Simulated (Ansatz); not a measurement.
# LiGa2: the cost of one run

Method: DFT PBE, scalar-relativistic, plane waves, PAW, in Ansatz 0.2.0.

**1. The system as given**

Symmetry: Fd-3m, No. 227, cubic system. The conventional cell has a = 9.778 Å, b = 9.778 Å, c = 9.778 Å, α = 90.00°, β = 90.00°, γ = 90.00°. Li (site symmetry -3m) is surrounded by 6 Ga at 2.71 Å. Ga (site symmetry 3m) is surrounded by 3 Li at 2.71 Å and 3 Ga at 2.77 Å.

As a file:

```
Li Ga
1.0
     0.00000    4.88906    4.88906
     4.88906    0.00000    4.88906
     4.88906    4.88906    0.00000
Li Ga
4 8
Direct
  0.12500 0.12500 0.12500
  0.12500 0.12500 0.62500
  0.12500 0.62500 0.12500
  0.62500 0.12500 0.12500
  0.39994 0.39994 0.39994
  0.39994 0.39994 0.80017
  0.39994 0.80017 0.39994
  0.85006 0.85006 0.44983
  0.85006 0.85006 0.85006
  0.80017 0.39994 0.39994
  0.85006 0.44983 0.85006
  0.44983 0.85006 0.85006
```

This is candidate A: structure listed in a database for this formula (Fd-3m, No. 227).

(A quick probe on a coarse mesh, which set the mesh and smearing, is not shown.)

**3. Full relaxation (candidate A)**

The input, input.yaml:

```yaml
crystal:
  lattice:
    - [0.0, 4.889064, 4.889064]
    - [4.889064, 0.0, 4.889064]
    - [4.889064, 4.889064, 0.0]
  atoms:
    - { symbol: Li, position: [0.125, 0.125, 0.125] }
    - { symbol: Li, position: [0.125, 0.125, 0.625] }
    - { symbol: Li, position: [0.125, 0.625, 0.125] }
    - { symbol: Li, position: [0.625, 0.125, 0.125] }
    - { symbol: Ga, position: [0.399944, 0.399944, 0.399944] }
    - { symbol: Ga, position: [0.399944, 0.399944, 0.800168] }
    - { symbol: Ga, position: [0.399944, 0.800168, 0.399944] }
    - { symbol: Ga, position: [0.850056, 0.850056, 0.449832] }
    - { symbol: Ga, position: [0.850056, 0.850056, 0.850056] }
    - { symbol: Ga, position: [0.800168, 0.399944, 0.399944] }
    - { symbol: Ga, position: [0.850056, 0.449832, 0.850056] }
    - { symbol: Ga, position: [0.449832, 0.850056, 0.850056] }
basis:
  ecutwfc: 420
kpoints:
  mp_grid: { grid: [8, 8, 8] }
hamiltonian:
  xc: pbe
scf:
  occupations: { method: gaussian, width: 0.1 }
output:
  forces: true
  stress: true
  eigenvalues: true
relax:
  adjacent_minimum: "off"
  f_tol: 0.01
  max_steps: 80
  cell: { stress_tol: 0.05 }
```

The run is started by

```console
> ansatz run input.yaml --threads 1 --pin off --max-ram 2560MiB --backend cpu --events-out ev --progress --plain --runs-dir out
```

**Question.** How long does this run take on 1 thread of Intel Xeon Platinum 8259CL at 2.50GHz (Skylake/Cascade Lake), shared host, and how much memory does it need?

About 2 min, with a peak of 0.76 GiB.
